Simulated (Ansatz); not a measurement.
# AlCu4: the cost of one run

Computed with Ansatz 0.2.0 (DFT PBEsol, scalar-relativistic, plane waves, PAW, unless a step's input says otherwise).

**1. The structure to begin with**

The structure is cubic, space group P2_13 (No. 198). Conventional cell: a = 6.244 Å, b = 6.244 Å, c = 6.244 Å, α = 90.00°, β = 90.00°, γ = 90.00°. Al (site symmetry 3) has 12 Cu at 2.36 to 2.64 Å as nearest neighbours. Cu (site symmetry 3) is surrounded by 3 Al at 2.36 Å and 9 Cu at 2.51 to 2.65 Å. Cu (site symmetry 1) is surrounded by 9 Cu at 2.51 to 2.67 Å and 3 Al at 2.52 to 2.64 Å.

Coordinates:

```cif
data_structure
_symmetry_space_group_name_H-M 'P 1'
_symmetry_Int_Tables_number 1
_cell_length_a 6.2436
_cell_length_b 6.2436
_cell_length_c 6.2436
_cell_angle_alpha 90.000
_cell_angle_beta 90.000
_cell_angle_gamma 90.000
_cell_volume 243.39
loop_
_atom_site_label
_atom_site_type_symbol
_atom_site_fract_x
_atom_site_fract_y
_atom_site_fract_z
_atom_site_occupancy
Al1 Al 0.44089 0.94089 0.55911 1
Al2 Al 0.94089 0.55911 0.44089 1
Al3 Al 0.55911 0.44089 0.94089 1
Al4 Al 0.05911 0.05911 0.05911 1
Cu1 Cu 0.80908 0.30908 0.19092 1
Cu2 Cu 0.30908 0.19092 0.80908 1
Cu3 Cu 0.19092 0.80908 0.30908 1
Cu4 Cu 0.69092 0.69092 0.69092 1
Cu5 Cu 0.04876 0.87489 0.69996 1
Cu6 Cu 0.30004 0.54876 0.62511 1
Cu7 Cu 0.37489 0.80004 0.95124 1
Cu8 Cu 0.54876 0.62511 0.30004 1
Cu9 Cu 0.80004 0.95124 0.37489 1
Cu10 Cu 0.87489 0.69996 0.04876 1
Cu11 Cu 0.95124 0.37489 0.80004 1
Cu12 Cu 0.69996 0.04876 0.87489 1
Cu13 Cu 0.62511 0.30004 0.54876 1
Cu14 Cu 0.45124 0.12511 0.19996 1
Cu15 Cu 0.19996 0.45124 0.12511 1
Cu16 Cu 0.12511 0.19996 0.45124 1
```

The structure comes from the Materials Project (structure only).

**2. The base run**

File input.yaml:

```yaml
crystal:
  lattice:
    - [6.24356527, 0.0, 0.0]
    - [0.0, 6.24356527, 0.0]
    - [0.0, 0.0, 6.24356527]
  atoms:
    - { symbol: Al, position: [0.44089041, 0.94089041, 0.55910959] }
    - { symbol: Al, position: [0.94089041, 0.55910959, 0.44089041] }
    - { symbol: Al, position: [0.55910959, 0.44089041, 0.94089041] }
    - { symbol: Al, position: [0.05910959, 0.05910959, 0.05910959] }
    - { symbol: Cu, position: [0.80907878, 0.30907878, 0.19092122] }
    - { symbol: Cu, position: [0.30907878, 0.19092122, 0.80907878] }
    - { symbol: Cu, position: [0.19092122, 0.80907878, 0.30907878] }
    - { symbol: Cu, position: [0.69092122, 0.69092122, 0.69092122] }
    - { symbol: Cu, position: [0.04875566, 0.87489095, 0.69996473] }
    - { symbol: Cu, position: [0.30003527, 0.54875566, 0.62510905] }
    - { symbol: Cu, position: [0.37489095, 0.80003527, 0.95124434] }
    - { symbol: Cu, position: [0.54875566, 0.62510905, 0.30003527] }
    - { symbol: Cu, position: [0.80003527, 0.95124434, 0.37489095] }
    - { symbol: Cu, position: [0.87489095, 0.69996473, 0.04875566] }
    - { symbol: Cu, position: [0.95124434, 0.37489095, 0.80003527] }
    - { symbol: Cu, position: [0.69996473, 0.04875566, 0.87489095] }
    - { symbol: Cu, position: [0.62510905, 0.30003527, 0.54875566] }
    - { symbol: Cu, position: [0.45124434, 0.12510905, 0.19996473] }
    - { symbol: Cu, position: [0.19996473, 0.45124434, 0.12510905] }
    - { symbol: Cu, position: [0.12510905, 0.19996473, 0.45124434] }
basis:
  ecutwfc: 500
  fft_grid_basis: typed
kpoints:
  mp_grid: { grid: [6, 6, 6] }
hamiltonian:
  xc: pbesol
  pseudopotentials: { kind: paw }
scf:
  occupations: { method: gaussian, width: 0.05 }
output:
  forces: true
  stress: true
  eigenvalues: true
  bader: true
  write_density: true
  volumetric_format: npy
  elf: true
```

The run is started by

```bash
> ansatz run input.yaml --threads 4 --pin off --max-ram 8192MiB --backend cpu --events-out ev --progress --plain --runs-dir out
```

Q: Estimate wall time and peak memory on 4 threads of Arm Neoverse N1, shared host.

About 3.4 min, with a peak of 2 GiB.
